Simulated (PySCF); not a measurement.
Molecule: MgSH2, in a box.

```
Mg S H
1.0
    10.00000    0.00000    0.00000
     0.00000   13.00000    0.00000
     0.00000    0.00000   12.00000
Mg S H
1 1 2
Direct
  0.50887 0.45275 0.51796
  0.45586 0.58947 0.40520
  0.54674 0.35114 0.60046
  0.54396 0.65209 0.45592
```

Base run:

* Program: PySCF 2.14.0
* Functional: LC-wPBE
* Dispersion: D3
* Potentials or basis: cc-pvdz (all-electron)
* k mesh: 1 × 1 × 1
* Occupations: fixed
* Spin: no spin polarisation

Its results: gap between the frontier levels 10.76 eV.

**Question.** The run is repeated on the same cell with these changes: functional from LC-wPBE to N12. What comes out?

**Answer.** Gap between the frontier levels 4.27 eV.

Caveats: this is a molecule in a periodic box at the Γ point, so its band gap is the HOMO-LUMO gap; the basis of atomic orbitals isn't converged, which shifts pressures, moduli and gaps.

